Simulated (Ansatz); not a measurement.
# ZrH2 (triplet): the correlation ladder at a displaced geometry (v2), def2-TZVPP

The task here is to estimate one member of a computed series from the others.

Computed with Ansatz 0.2.0, Gaussian basis. Level: def2-TZVPP, core rule «outside noble gas», up to 4 orbitals frozen.

The runs, in order: UHF; CCSD(T) on ROHF; CCSD(T) on UHF; CCSDT(Q) on ROHF; CCSDT(Q) on UHF.

29 further runs of the same task are left out: 9 for a known fault of the program, 9 that didn't finish, 11 set aside as unsound or not needed. Runs told in other sessions of the task aren't counted.

### The geometry

The geometry is a PBE0/def2-TZVP stationary point (not a proven minimum) with its atoms shifted at random (size 0.100 Å). No spin-orbit coupling is included. Elements past krypton take def2 core potentials.

3 atoms, charge 0, spin multiplicity 3.

Atoms are counted from 1 here; the program's logs count them from 0.

Bond lengths: Zr1–H2 1.959 Å, Zr1–H3 1.969 Å. Angles: H2–Zr1–H3 172.6°.

The first run:

The input, in.yaml:

```yaml
crystal:
  periodic: [false, false, false]
  atoms:
    - {symbol: Zr, position_ang: [0.084376, 0.005225, -0.005002]}
    - {symbol: H, position_ang: [-0.080498, 0.013599, -1.956709]}
    - {symbol: H, position_ang: [-0.003878, -0.018825, 1.961711]}
basis:
  gaussian: {orbitals: def2-TZVPP}
magnetization: {spin_polarized: true, initial_magnetization: 2}
hamiltonian: {xc: hf}
output: {orbitals: {seedname: orbitals}}
```

On the command line:

```sh
$ ansatz run in.yaml --threads 1 --pin off --events-out ev --progress --plain --max-ram 2393MiB
```

Among the steps run: UHF; CCSD(T) on ROHF; CCSD(T) on UHF; CCSDT(Q) on ROHF; CCSDT(Q) on UHF.

One table of the session follows, with a row left open; its other results are not shown here.

It belongs to the step «Misses and costs». 

```
   method  from RCCSDT(Q) (kcal/mol)
     ROHF                     +61.31
      UHF                     +58.49
     RMP2                     +13.83
     UMP2                     +11.76
    RCCSD                      +1.62
    UCCSD                          ?
 RCCSD(T)                      +0.42
 UCCSD(T)                      -1.62
   RCCSDT                      +0.03
   UCCSDT                      -2.01
RCCSDT(Q)                          0
UCCSDT(Q)                      -2.04
```

Estimate the missing values for UCCSD.

The run gave: from RCCSDT(Q) (kcal/mol): -0.44. In the column «from RCCSDT(Q) (kcal/mol)» it lies between UCCSD(T) (-1.62) and RCCSDT(Q) (0).

To keep in mind: Restricted and unrestricted rows rest on different reference determinants; a gap between their highest levels can come from leftover correlation error, from unlike frozen cores or from another state.
